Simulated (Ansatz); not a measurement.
# B3LYP/6-31G(d) (Cartesian functions) run of AlCl2F (SMILES [F][Al]([Cl])[Cl])

What is the vertical electron affinity of AlCl2F at B3LYP/6-31G* (Cartesian functions)? 

Program for the calculation: Ansatz 0.2.0.

41 further runs of the same task are left out: 41 set aside as unsound or not needed.

### Step 1. The structure to begin with

The species is AlCl2F (4 atoms), meant as a singlet with charge 0. As SMILES, `[F][Al]([Cl])[Cl]`. The coordinates come from a PBE0-D4/def2-TZVP relaxation.

Bond lengths: F1–Al2 1.633 Å, Al2–Cl3 2.065 Å, Al2–Cl4 2.065 Å. Angles: F1–Al2–Cl3 119.2°, F1–Al2–Cl4 119.2°, Cl3–Al2–Cl4 121.5°.

### Step 2. A single-point energy at B3LYP/6-31G(d) (Cartesian functions)

molecule.yaml

```yaml
crystal:
  periodic: [false, false, false]
  atoms:
    - {symbol: F, position_ang: [0.087420, 0.388220, 1.682350]}
    - {symbol: Al, position_ang: [0.004800, 0.021530, 0.093600]}
    - {symbol: Cl, position_ang: [1.223040, -1.463690, -0.663450]}
    - {symbol: Cl, position_ang: [-1.315270, 1.053930, -1.112510]}
basis:
  gaussian:
    orbitals: "6-31G*"
accuracy: high
hamiltonian:
  xc: {name: B3LYP}
output: {orbitals: {seedname: orbitals}}
```

The run is started by

```console
$ ansatz run molecule.yaml --threads 1 --pin off --max-ram 3480MiB --events-out events.jsonl --progress --plain --runs-dir runs
```

What it wrote:

```text
Warning: RAYON_NUM_THREADS=1 ignored (pool sized by the plan → 1); use --threads N
Functional definition: B3LYP
  name "B3LYP"
  parameter a0 = 0.2
  parameter ax = 0.72
  parameter ac = 0.81
  exchange = (1 - a0 - ax)*slater_x + ax*b88_x + a0*exact_x
  correlation = (1 - ac)*vwn_rpa_c + ac*lyp_c
1348 factors; integrals over basis functions are off by at most 5.4e-9 eV
mean field evaluation 1: about -34362.1228 eV, gradient 3.8e1 eV
mean field evaluation 2: about -34357.4023 eV, gradient 6.8e1 eV
mean field evaluation 4: about -34364.6859 eV, gradient 1.5e0 eV
mean field evaluation 8: about -34364.7274 eV, gradient 9.5e-3 eV
mean field evaluation 16: about -34364.7274 eV, gradient 5.1e-7 eV
mean field -34364.72742766 eV, -1262.8804397175 hartree, gradient 8.0e-9 eV, S^2 0.000000; 0 other end points of the search recorded, 0 dependent functions left out
reference -34364.72746431 eV, -1262.8804410644 hartree; 28, 28 occupied and 44, 44 virtual orbitals, 1348 factors
Total energy: -34364.72746431 eV, -1262.8804410644 hartree
```

Wall time 3.9 s (1 thread of Intel Xeon Platinum 8375C at 2.90GHz (Ice Lake), shared host); peak memory 0.22 GiB.

### Step 3. The doublet anion at the same level

input.yaml

```yaml
crystal:
  periodic: [false, false, false]
  atoms:
    - {symbol: F, position_ang: [0.087420, 0.388220, 1.682350]}
    - {symbol: Al, position_ang: [0.004800, 0.021530, 0.093600]}
    - {symbol: Cl, position_ang: [1.223040, -1.463690, -0.663450]}
    - {symbol: Cl, position_ang: [-1.315270, 1.053930, -1.112510]}
basis:
  gaussian: {orbitals: "6-31G*"}
total_charge: -1
magnetization: {spin_polarized: true, initial_magnetization: 1}
hamiltonian: {xc: {name: B3LYP}}
accuracy: high
output: {orbitals: {seedname: orbitals}}
```

The run is started by

```console
$ ansatz run input.yaml --threads 1 --pin off --max-ram 3480MiB --events-out events.jsonl --progress --plain --runs-dir runs
```

What it wrote:

```text
Warning: RAYON_NUM_THREADS=1 ignored (pool sized by the plan → 1); use --threads N
Functional definition: B3LYP
  name "B3LYP"
  parameter a0 = 0.2
  parameter ax = 0.72
  parameter ac = 0.81
  exchange = (1 - a0 - ax)*slater_x + ax*b88_x + a0*exact_x
  correlation = (1 - ac)*vwn_rpa_c + ac*lyp_c
1351 factors; integrals over basis functions are off by at most 5.4e-9 eV
mean field evaluation 1: about -34364.1301 eV, gradient 5.2e0 eV
mean field evaluation 2: about -34364.1536 eV, gradient 6.2e0 eV
mean field evaluation 4: about -34364.3131 eV, gradient 5.9e-1 eV
mean field evaluation 8: about -34364.3676 eV, gradient 1.2e-2 eV
mean field evaluation 16: about -34364.3676 eV, gradient 7.1e-6 eV
mean field evaluation 32: about -34364.3499 eV, gradient 1.4e0 eV
mean field -34364.36755696 eV, -1262.8672147135 hartree, gradient 3.8e-8 eV, S^2 0.751942; 3 other end points of the search recorded, 0 dependent functions left out
reference -34364.36759111 eV, -1262.8672159683 hartree; 29, 28 occupied and 43, 44 virtual orbitals, 1351 factors
Total energy: -34364.36759111 eV, -1262.8672159683 hartree
```

Wall time 12 s (1 thread of Intel Xeon Platinum 8375C at 2.90GHz (Ice Lake), shared host); peak memory 0.33 GiB.

### Step 4. Outcome

Level: B3LYP/6-31G* (Cartesian functions).

| quantity | value |
| --- | --- |
| singlet AlCl2F: total energy | -1262.88044 Eh |
| singlet AlCl2F: HOMO energy | -9.25 eV |
| singlet AlCl2F: LUMO energy | -1.62 eV |
| singlet AlCl2F: HOMO–LUMO gap | 7.64 eV |
| doublet anion: total energy | -1262.86722 Eh |
| doublet anion: HOMO energy (highest over α and β) | 2.34 eV |
| doublet anion: LUMO energy (lowest over α and β) | 3.96 eV |
| doublet anion: ⟨S²⟩ | 0.752 |
| vertical electron affinity (to the doublet anion) | -0.360 eV |

The anion lies 0.36 eV (34.7 kJ/mol) above the neutral: the electron isn't bound at this level, and such a value depends on the basis. Without diffuse functions anions come out too high. The HOMO (doublet anion) lies at positive energy, 2.34 eV; only total energies tell whether the electron is bound.
